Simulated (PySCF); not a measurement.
# F4Se: the cost of one run

Programs: PySCF 2.14.0, with routines of our own; each step states its level. All values are computed. Atoms count from 0.

## 1. The system as given

5 atoms, charge 0, multiplicity 1; geometry from: GFN2-xTB.

## 2. Optimising the geometry at PBE0-D3(BJ)/def2-SVP

The job: settings as JSON, then the geometry in Å.

```
{"job": {"xc": "PBE0", "basis": "def2-SVP", "d3": "d3bj", "grid": 1, "maxiter": 30, "shake": 0.01, "kind": "geom"}, "charge": 0, "multiplicity": 1}
F      0.775180    -1.480880     0.116060
Se     0.035310     0.025780    -0.562620
F     -0.791000     1.439330     0.150230
F      1.468850     0.753280     0.274330
F     -1.454760    -0.771480    -0.015890
```

Started as:

```sh
$ OMP_NUM_THREADS=1 python heavy_run.py task.json out
```

The driver reads the jobs from task.json and runs them one after another.

Q: Estimate the wall time and peak memory of this first job on 1 thread of Arm Neoverse V1, shared host.

About 30 s, with a peak of 0.37 GiB.
